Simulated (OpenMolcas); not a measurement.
# Mo⁵⁺ among point charges: CASSCF and CASPT2 levels and susceptibility

How does a field of 3 point charges split the states of Mo⁵⁺, and what χT follows?

Program: OpenMolcas 26.06. Level of theory: state-averaged CASSCF and CASPT2, spin-orbit coupling by RASSI with atomic mean-field integrals. These are calculated values, not measurements, unless marked.

## 1. What is computed

* Species: Mo⁵⁺ (molybdenum, Z = 42, 37 electrons)
* Basis: ANO-RCC-VDZP [6s5p3d1f], 43 functions
* Scalar Hamiltonian: DKH2, point nucleus
* Inactive shells: 1s 2s 2p 3s 3p 3d 4s 4p
* Active space: 1 electron in 5 orbitals (4d)
* Some configurations of this space: 4d
* Orbitals: optimised for each spin and parity, averaged over all roots

The outer shells:

4d
```
4d [↑ ][  ][  ][  ][  ]
```

The ion sits among 3 point charges of -1.5 e arranged as a planar triangle (D3h), 2.09 Å from the ion.

The work runs as a chain of OpenMolcas steps in one folder; each step below is one input file. Labels, J, g values, rates, χT and fits are worked out afterwards by a script from the matrices that RASSI stores.

## 2. Basis and integrals

a.inp

```
&GATEWAY
Coord
1

Mo 0.0 0.0 0.0
Basis=ANO-RCC-VDZP
Group=NoSym
NoMove
AngMom=0.0 0.0 0.0
AMFI
XField
3 Angstrom 0
2.090000 0.000000 0.000000 -1.500000
-1.045000 1.809993 0.000000 -1.500000
-1.045000 -1.809993 0.000000 -1.500000
&SEWARD
```

The run is started by

```bash
OMP_NUM_THREADS=1 MOLCAS_MEM=1689 MOLCAS_PROJECT=a pymolcas a.inp > a.log
```

## 3. Reference wave functions, doublets, 5 roots

a.inp

```
&RASSCF
FileOrb=start.orb
Symmetry=1
Spin=2
nActEl=1 0 0
Inactive=18
Ras2=5
CIRoot=5 5 1
SDav=5
CIMx=300
Iter=120 100
PrWF=0.3
OrbListing=Nothing
MaxOrb=0
>>> COPY $Project.JobIph JOB001
```

start.orb holds the contracted functions of the basis, ordered by shell, or the orbitals of the step before.

## 4. State interaction with spin-orbit coupling

a.inp

```
&RASSI
NrOfJobIphs=1 5
1 2 3 4 5
IphNames
JOB001
EJob
SpinOrbit
DIPRint=1.0
SOCoupling=1000.0
Subsets=2
Property=9
'ANGMOM' 1 'ANGMOM' 2 'ANGMOM' 3 'MLTPL  1' 1 'MLTPL  1' 2 'MLTPL  1' 3
'AMFI' 1 'AMFI' 2 'AMFI' 3
SOProperty=3
'ANGMOM' 1 'ANGMOM' 2 'ANGMOM' 3
```

## 5. CASPT2: IPEA 0.25, imaginary shift 0.1 (closed shells correlated: 4s 4p)

a.inp

```
>>> COPY JOB001 $Project.JobIph
&CASPT2
Multistate=5 1 2 3 4 5
NoMult
Frozen=14
IPEA=0.25
Imaginary=0.1
MaxIter=60
WThr=0.0 0.3 0.05
PrWF=0.5
NoMix
```

(Steps that only read results are left out.)

**Question.** What will these runs give? Wanted: spin-free ground state; first state of the same spin within the active space; lowest level; next level.

**Answer**, as computed:

```
                                            quantity                                                                        value
                                              method  SS-CASPT2, IPEA 0.25, imaginary shift 0.1 (closed shells correlated: 4s 4p)
                              spin-free ground state                                              2A1, 1-fold in its orbital part
first state of the same spin within the active space                                                              2E at 1310 cm⁻¹
                                        lowest level                                            2-fold E1/2, g = 1.01, 1.01, 1.31
                                          next level                                                                  2551.8 cm⁻¹
                                         χT at 300 K                                                               0.16 cm³ K/mol
                           effective moment at 300 K                                                                      1.15 μB
```

Cost by method:

| method | time of its own steps | time with the reference |
| --- | --- | --- |
| A. CASSCF | 1.8 s | 1.8 s |
| B. SS-CASPT2, IPEA 0.25, imaginary shift 0.1, +4s 4p | 0.72 s | 2.5 s |

Times are of one thread on a shared host.

**Reading.** The spin-free ground state (2A1) comes to 100 % from free-ion D terms and keeps the highest spin of the shell. χT at 300 K is 0.16, against 0.38 cm³ K/mol for the spin alone, so orbital moment lowers it. CASPT2 does not keep the components of a term degenerate, and the means are used. The field of point charges can differ much from that of real complexes. This is an electrostatic model: the charges have no orbitals.
